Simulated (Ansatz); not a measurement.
# BaTiO3: the cost of one run

Computed with Ansatz 0.2.0 (reference: DFT r2SCAN, plane waves, PAW, scalar-relativistic, no spin polarisation, unless a step's input says otherwise).

### 1 The system as given

It takes space group Pm-3m (No. 221, cubic). Conventional cell: a = 4.072 Å, b = 4.072 Å, c = 4.072 Å, α = 90.00°, β = 90.00°, γ = 90.00°. Ba (site symmetry m-3m) is surrounded by 12 O at 2.88 Å. Around O (site symmetry 4/mmm) lie 2 Ti at 2.04 Å and 4 Ba at 2.88 Å. Around Ti (site symmetry m-3m) lie 6 O at 2.04 Å.

Coordinates:

```xyz
5
Lattice="4.0720 0.0000 0.0000 0.0000 4.0720 0.0000 0.0000 0.0000 4.0720" Properties=species:S:1:pos:R:3 pbc="T T T"
Ba    0.0000    0.0000    0.0000
O     2.0360    2.0360    0.0000
O     0.0000    2.0360    2.0360
O     2.0360    0.0000    2.0360
Ti    2.0360    2.0360    2.0360
```

### 2 Reference

The input, input.yaml:

```yaml
crystal:
  lattice:
    - [4.07203111, 0.0, 0.0]
    - [0.0, 4.07203111, 0.0]
    - [0.0, 0.0, 4.07203111]
  atoms:
    - { symbol: Ba, position: [0.0, 0.0, 0.0] }
    - { symbol: O, position: [0.5, 0.5, 0.0] }
    - { symbol: O, position: [0.0, 0.5, 0.5] }
    - { symbol: O, position: [0.5, 0.0, 0.5] }
    - { symbol: Ti, position: [0.5, 0.5, 0.5] }
  symmetry: { tolerance: 0.0003 }
kpoints:
  mp_grid: { grid: [5, 5, 5], shift: [0, 0, 0] }
magnetization:
  spin_polarized: false
scf:
  occupations: { method: fermi_dirac }
hamiltonian:
  pseudopotentials: { kind: paw }
  xc: r2scan
basis:
  ecutwfc: 500
output:
  forces: true
  stress: true
  eigenvalues: true
relax:
  max_steps: 40
  cell: {}
```

The run is started by

```sh
$ ansatz run input.yaml --threads 1 --pin off --max-ram 2560MiB --backend cpu --events-out ev --progress --plain --runs-dir out
```

What time and memory should one allow on 1 thread of Intel Xeon 6975P-C (Granite Rapids), shared host?

About 8.9 s, with a peak of 0.49 GiB.
